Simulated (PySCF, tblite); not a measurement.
# C4H10NO2Si radical: geometry, infrared bands and EPR parameters

Wanted: the infrared bands and EPR parameters of C4H10NO2Si radical (`O[CH]OC/C=N\C[SiH3]`), by calculation.

Computed with tblite 0.8.0 and PySCF 2.14.0, with density-fitted response routines of our own, on a single molecule in the gas phase. Atoms count from 0, in the outputs and in this text.

## 1. Starting geometry

18 atoms, charge 0, multiplicity 2; geometry from: force field or distance geometry start.

Bonds of the start (Å): O0–C1 1.37, C1–O2 1.41, O2–C3 1.41, C3–C4 1.49, C4–N5 1.30, N5–C6 1.45, C6–Si7 1.89, O0–H8 0.99, C1–H9 1.12, C3–H10 1.09, C3–H11 1.13, C4–H12 1.10, C6–H13 1.10, C6–H14 1.11, Si7–H15 1.48, Si7–H16 1.46, Si7–H17 1.47.

## 2. Geometry optimisation with GFN2-xTB

The job: settings as JSON, then the geometry in Å.

```
{"job": {"kind": "relax", "xc": "GFN2-xTB", "basis": "xTB"}, "charge": 0, "multiplicity": 2}
O     -2.364800     1.418600    -0.136800
C     -3.033400     0.322800     0.341100
O     -2.393600    -0.877700    -0.010300
C     -1.102100    -0.661800    -0.525300
C     -0.339000    -0.018400     0.579200
N      0.957900    -0.019200     0.606900
C      1.600000    -0.706000    -0.500900
Si     3.140100     0.328800    -0.873300
H     -2.954500     1.913400    -0.760800
H     -4.045700     0.247400    -0.131000
H     -1.198100    -0.044300    -1.420300
H     -0.747900    -1.708300    -0.746300
H     -0.869000     0.495900     1.399300
H      1.933600    -1.712600    -0.214900
H      0.935600    -0.738600    -1.387900
H      3.880600     0.407300     0.403600
H      2.673800     1.666300    -1.212200
H      3.917800    -0.307300    -1.951100
```

Run with:

```console
$ OMP_NUM_THREADS=1 python probes_run.py task.json out
```

The driver reads the jobs from task.json and runs them one after another.

**Question.** This job is followed by: GFN2-xTB harmonic vibrations, gas phase; UKS B3LYP, pcH-1 on C H N O Si, non-relativistic, mean-field spin-orbit, GIAO. Predict these results of the whole session: strongest single infrared mode (GFN2-xTB); zero-point energy (GFN2-xTB); g(iso) (B3LYP); ⟨S²⟩; largest a(iso) (averaged by class); potential on the surface of density 0.002 e/bohr³, 1st and 99th percentile.

As calculated:

| quantity | value |
| --- | --- |
| strongest single infrared mode (GFN2-xTB) | 787 cm⁻¹, 342 km/mol |
| zero-point energy (GFN2-xTB) | 82.2 kcal/mol |
| g(iso) (B3LYP) | 2.00340 |
| ⟨S²⟩ | 0.753 (exact 0.75) |
| largest a(iso) (averaged by class) | 13C on C1, 284.0 MHz |
| potential on the surface of density 0.002 e/bohr³, 1st and 99th percentile | -1.71 V and 2.44 V |

The optimisation took 188 steps and gained 0.918 eV; among the close pairs (by a distance rule), C4–N5 changed most, from 1.297 to 1.254 Å. All 48 modes are real, so the xTB geometry is a minimum. The strongest single mode, at 787 cm⁻¹, is carried by H16, H17, H15, Si7. GFN2-xTB is a fitted tight-binding method: band positions and strengths are rough. Its intensities can rank the bands wrongly. Most of the unpaired spin sits on C1 (0.80 e). The isotropic g lies 1.1 ppt above the free-electron value. These values are for one conformer; the search (at its own cheap level) found 2 more, at 0.99, 1.83 kcal/mol, and measured spectra average over such forms.
